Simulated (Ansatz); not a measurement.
# LiBe4: the cost of one run

Program: Ansatz 0.2.0. Level of theory: DFT PBE, scalar-relativistic, plane waves, PAW, unless a step names another level. These are calculated values, not measurements.

11 further runs of the same task are left out: 1 that didn't finish, 10 set aside as unsound or not needed.

## (1) What the formula suggests

Pauling electronegativities: Li 0.98, Be 1.57 (spread 0.59). It is an alloy, so charge balance gives no guide. Tabulated atomic sizes suggest about 8 Å³/atom. 37 candidates were drawn, by swapping species into database cells of other compounds, at random by space group and Wyckoff sites, or by hand, as the table says:

```tsv
name	made from	space group no.	Wyckoff sites	atoms (primitive cell)	V (Å³/atom)
c01	random	187	Li 1a; Be 3k, 1f	5	7.8
c02	database cell of Zr4Pd	139	Li 2a; Be 4e, 4e	5	10.5
c03	random	99	Li 1a; Be 4d	5	8.1
c04	random	2	Li 1g; Be 1c, 2i, 1e	5	9.4
c05	database cell of EuIn4	12	Li 4i; Be 4i, 4i, 4i, 4i	10	8.3
c06	random	38	Li 2b, 2a; Be 8f, 8f	10	9.2
c07	database cell of Nb4Pd	69	Li 4a; Be 8i, 8i	5	8.9
c08	random	191	Li 1a; Be 3f, 1b	5	9.0
c09	random	164	Li 2d; Be 6h, 1a, 1b	10	8.2
c10	random	65	Li 2b; Be 2c, 4l, 2d	5	9.6
c11	random	166	Li 3b, 3a; Be 18f, 6c	10	8.6
c12	database cell of CrB4	71	Li 2a; Be 8l	5	7.1
c13	random	221	Li 1b; Be 3d, 1a	5	9.2
c14	random	47	Li 1g; Be 2q, 1f, 1a	5	7.9
c15	random	99	Li 1a, 1b; Be 4d, 2c, 2c	10	8.9
c16	random	166	Li 3b; Be 6c, 6c	5	9.2
c17	random	58	Li 2d; Be 8h	10	9.6
c18	random	187	Li 1a; Be 3k, 1b	5	8.7
c19	random	12	Li 2c; Be 8j	5	9.1
c20	random	221	Li 1a; Be 3c, 1b	5	7.7
c21	random	221	Li 1b; Be 3c, 1a	5	8.8
c22	random	58	Li 2a; Be 8h	10	9.5
c23	random	58	Li 2d; Be 8h	10	7.7
c24	random	140	Li 4d; Be 16k	10	8.0
c25	database cell of TmAu4	87	Li 2a; Be 8h	5	7.2
c26	random	21	Li 2b; Be 2a, 4k, 2c	5	9.8
c27	random	136	Li 2b; Be 8i	10	9.7
c28	database cell of CrGa4	229	Li 2a; Be 8c	5	8.2
c29	random	187	Li 1a; Be 2i, 1b, 1c	5	8.1
c30	database cell of FeCl4	65	Li 2c; Be 4j, 4g	5	7.9
c31	database cell of SnI4	215	Li 1a; Be 4e	5	8.8
c32	database cell of AlAu4	12	Li 2a; Be 4i, 4i	5	7.6
c33	database cell of SbPb4	166	Li 3a; Be 6c, 6c	5	8.1
c34	database cell of CaAl4	139	Li 2a; Be 4d, 4e	5	9.7
c35	random	216	Li 4c; Be 16e	5	8.0
c36	random	166	Li 3a; Be 9e, 3b	5	9.5
c37	database cell of OsO4	5	Li 2b; Be 4c, 4c	5	10.7
```

## (2) Screening run of c09

Contents of input.yaml:

```yaml
crystal:
  lattice:
    - [4.56865951, 0.0, 0.0]
    - [-2.28432976, 3.9565752, 0.0]
    - [0.0, 0.0, 4.51440057]
  atoms:
    - { symbol: Li, position: [0.33333333, 0.66666667, 0.38418326] }
    - { symbol: Li, position: [0.66666667, 0.33333333, 0.61581674] }
    - { symbol: Be, position: [0.28963765, 0.0, 0.5] }
    - { symbol: Be, position: [0.0, 0.28963765, 0.5] }
    - { symbol: Be, position: [0.71036235, 0.71036235, 0.5] }
    - { symbol: Be, position: [0.71036235, 0.0, 0.5] }
    - { symbol: Be, position: [0.0, 0.71036235, 0.5] }
    - { symbol: Be, position: [0.28963765, 0.28963765, 0.5] }
    - { symbol: Be, position: [0.0, 0.0, 0.0] }
    - { symbol: Be, position: [0.0, 0.0, 0.5] }
basis:
  ecutwfc: 420
kpoints:
  mp_grid: { grid: [4, 4, 4] }
hamiltonian:
  xc: pbe
scf:
  occupations: { method: gaussian, width: 0.2 }
  lower_state_search: "off"
output:
  forces: true
  stress: true
  eigenvalues: true
relax:
  adjacent_minimum: "off"
  f_tol: 0.08
  max_steps: 16
  cell: { stress_tol: 0.8 }
```

Started as:

```sh
> ansatz run input.yaml --threads 1 --pin off --max-ram 2560MiB --backend cpu --events-out ev --progress --plain --runs-dir out
```

**Question.** How long does this run take on 1 thread of Arm Neoverse V1, shared host, and how much memory does it need?

About 37 s, with a peak of 0.36 GiB.
